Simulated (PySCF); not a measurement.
# CH2B2Br2F2: the cost of one run

Programs: PySCF 2.14.0, with density-fitted response routines of our own. Each step states its level of theory. These are calculated values for one molecule in the gas phase, unless marked as measured. Atoms are numbered from 0 throughout.

## 1. The starting structure

9 atoms, charge 0, multiplicity 1; geometry from: PBE0-D3(BJ)/def2-SVP.

Bonds of the start (Å): F0–B1 1.32, B1–Br2 1.92, B1–C3 1.56, C3–B4 1.56, B4–F5 1.32, B4–Br6 1.92, C3–H7 1.10, C3–H8 1.10.

## 2. Shielding tensors: PBE0/6-31G*

What the job is given:

```
{"job": {"kind": "nmr", "xc": "PBE0", "basis": "6-31G*", "pop": true}, "charge": 0, "multiplicity": 1}
F      0.883905     1.680464    -1.180240
B      1.046653     0.585355    -0.468699
Br     2.631167     0.467114     0.602076
C     -0.042092    -0.534320    -0.471156
B     -0.998653    -0.268252     0.735123
F     -0.717622    -0.739999     1.932023
Br    -2.581922     0.797220     0.561521
H     -0.594487    -0.489518    -1.420706
H      0.433277    -1.515667    -0.323398
```

Method: GIAO PBE0/6-31G* NMR shielding, non-relativistic, gas phase.

Started as:

```sh
$ OMP_NUM_THREADS=1 python probes_run.py task.json out
```

The driver reads the jobs from task.json and runs them one after another.

**Question.** How long does this first job take on 1 thread of Arm Neoverse V2, shared host, and how much memory does it need?

About 17 s, with a peak of 0.88 GiB.
